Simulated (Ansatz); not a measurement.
# CuSe: the cost of one run

Computed with Ansatz 0.2.0 (DFT LDA+U (U_eff = 1 eV on Cu d), plane waves, PAW, unless a step's input says otherwise).

### 1 The structure to begin with

Symmetry: P-6m2, No. 187, hexagonal system. The conventional cell has a = 3.609 Å, b = 3.609 Å, c = 3.522 Å, α = 90.00°, β = 90.00°, γ = 120.00°. Around Cu (site symmetry -6m2) lie 6 Se at 2.73 Å. Around Se (site symmetry -6m2) lie 6 Cu at 2.73 Å.

As a file:

```xyz
2
Lattice="3.6087 0.0000 0.0000 -1.8043 3.1252 0.0000 0.0000 0.0000 3.5219" Properties=species:S:1:pos:R:3 pbc="T T T"
Cu    0.0000    0.0000    0.0000
Se    1.8043    1.0417    1.7609
```

An earlier series on this cell reached its lowest free state from «ferromagnetic start, free, natural orbitals of the symmetric run filled by rank», perhaps among other starts (it ended with site moments under 0.05 μB).

### 2 Total moment locked, 0.75 μB per cell

input.yaml reads:

```yaml
crystal:
  lattice:
    - [3.60865777, 0.0, 0.0]
    - [-1.80432888, 3.1251893, 0.0]
    - [0.0, 0.0, 3.52187119]
  atoms:
    - { symbol: Cu, position: [0.0, 0.0, 0.0], spin: 0.75 }
    - { symbol: Se, position: [0.6666666667, 0.3333333333, 0.5] }
basis:
  ecutwfc: 420
  ecutrho_ratio: 4
kpoints:
  mp_grid: { grid: [6, 6, 5] }
hamiltonian:
  xc: lda
  hubbard:
    sites:
      - { site: 0, l: d, u_eff: 1.0, starting_ns: [{ spin: up, occupation_matrix: s0up }, { spin: down, occupation_matrix: s0down }] }
    occupation_matrices:
      s0up:
        matrix:
          - [0.97, 0.0, 0.0, 0.0, 0.0]
          - [0.0, 0.97, 0.0, 0.0, 0.0]
          - [0.0, 0.0, 0.97, 0.0, 0.0]
          - [0.0, 0.0, 0.0, 0.97, 0.0]
          - [0.0, 0.0, 0.0, 0.0, 0.97]
      s0down:
        matrix:
          - [0.97, 0.0, 0.0, 0.0, 0.0]
          - [0.0, 0.02, 0.0, 0.0, 0.0]
          - [0.0, 0.0, 0.97, 0.0, 0.0]
          - [0.0, 0.0, 0.0, 0.97, 0.0]
          - [0.0, 0.0, 0.0, 0.0, 0.97]
    ns_hold: { iters: 8 }
scf:
  occupations: { method: gaussian, width: 0.05 }
  lower_state_search: "off"
  max_iter: 150
output:
  forces: true
  stress: true
  eigenvalues: true
  populations: true
  hubbard: { sites: [{ site: 0, l: d }] }
magnetization:
  spin_polarized: true
  initial_magnetization: 0.75
  spin_locking: { lock_magnetization: hard }
```

The typed matrices put 0.97 on the chosen orbitals and 0.02 on the others, and are held for 8 cycles. The lock stays on to the end, so the result is a constrained state unless its moments die out.

Launch:

```
> ansatz run input.yaml --threads 2 --pin off --max-ram 3072MiB --backend cpu --events-out ev --progress --plain --runs-dir out
```

**Question.** How long does this run take on 2 threads of Arm Neoverse N1, shared host, and how much memory does it need?

About 16 s, with a peak of 0.37 GiB.
